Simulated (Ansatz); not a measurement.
**CH5FGeOS: a ladder of functionals and wavefunction methods**

An exercise on one series of results from a longer session: the logs are not shown, and one member is left open.

The runs use Ansatz 0.2.0, Gaussian basis; functionals in def2-TZVPP, the program's frozen cores in correlated methods.

Plan: PBE-D4, r2SCAN-D4, PBE0-D4, B3LYP-D4, ωB97X-V, ωB97M-V, B2PLYP; CCSD(T)/def2-TZVPP; MP2/def2-QZVPP; extrapolation to the limit.

**The geometry**

An earlier PBE0-D4 in a triple-zeta def2 set relaxation fixed the geometry.

10 atoms, charge 0, spin multiplicity 1.

Atoms are counted from 1 here; the program's logs count them from 0.

Bond lengths: O1–Ge2 1.776 Å, O1–H6 0.961 Å, Ge2–S3 2.219 Å, Ge2–C4 1.971 Å, Ge2–H7 1.534 Å, S3–H8 1.343 Å, C4–F5 1.385 Å, C4–H9 1.094 Å, C4–H10 1.094 Å. Angles: Ge2–O1–H6 111.8°, O1–Ge2–S3 110.9°, O1–Ge2–C4 110.3°, O1–Ge2–H7 104.3°, S3–Ge2–C4 105.7°, S3–Ge2–H7 112.7°, C4–Ge2–H7 113.2°, Ge2–S3–H8 93.4°, Ge2–C4–F5 109.5°, Ge2–C4–H9 111.1°, Ge2–C4–H10 110.0°, F5–C4–H9 108.7°, F5–C4–H10 108.5°, H9–C4–H10 109.0°.

The first run:

The input, in.yaml:

```yaml
crystal:
  periodic: [false, false, false]
  atoms:
    - {symbol: O, position_ang: [0.579370, 0.733383, 1.694714]}
    - {symbol: Ge, position_ang: [0.601008, 0.097996, 0.036446]}
    - {symbol: S, position_ang: [0.698181, -2.118505, 0.040441]}
    - {symbol: C, position_ang: [-1.077065, 0.555113, -0.891462]}
    - {symbol: F, position_ang: [-2.138622, -0.076937, -0.264891]}
    - {symbol: H, position_ang: [-0.072467, 0.285349, 2.240548]}
    - {symbol: H, position_ang: [1.838248, 0.743440, -0.600825]}
    - {symbol: H, position_ang: [1.946137, -2.143316, 0.537082]}
    - {symbol: H, position_ang: [-1.048284, 0.236777, -1.937287]}
    - {symbol: H, position_ang: [-1.243406, 1.635400, -0.851767]}
basis:
  gaussian: {orbitals: def2-TZVPP}
hamiltonian: {xc: pbe, dispersion: d4}
output: {forces: true, orbitals: {seedname: orbitals}}
```

Launch:

```
$ ansatz run in.yaml --threads 4 --pin off --events-out ev --progress --plain --max-ram 10444MiB
```

Among the steps run: PBE-D4 (GGA); r2SCAN-D4 (meta-GGA); PBE0-D4 (hybrid); B3LYP-D4 (hybrid); ωB97X-V (range-separated); ωB97M-V (range-separated); B2PLYP (double hybrid); CCSD(T) in def2-TZVPP; MP2 in def2-QZVPP.

One table of the session follows, with a row left open; its other results are not shown here.

| method | atomisation energy (kJ/mol) |
| --- | --- |
| PBE-D4 | ? |
| r2SCAN-D4 | 3378.7 |
| PBE0-D4 | 3349.5 |
| B3LYP-D4 | 3342.0 |
| ωB97X-V | 3385.1 |
| ωB97M-V | 3369.0 |
| B2PLYP | 3316.2 |
| HF/def2-TZVPP | 2331.3 |
| MP2/def2-TZVPP | 3355.9 |
| CCSD/def2-TZVPP | 3231.1 |
| CCSD(T)/def2-TZVPP | 3290.9 |
| MP2/CBS | 3445.6 |
| CCSD(T)/CBS | 3380.6 |

**Question.** Estimate the row for PBE-D4.

As computed: atomisation energy (kJ/mol): 3430.5. In the column «atomisation energy (kJ/mol)» it lies between ωB97X-V (3385.1) and MP2/CBS (3445.6).

To keep in mind: Free atoms (1 O, 1 Ge, 1 S, 1 C, 1 F, 5 H) were run apart at each level; the atomisation energy is their sum less the molecule, without zero-point or spin-orbit terms.
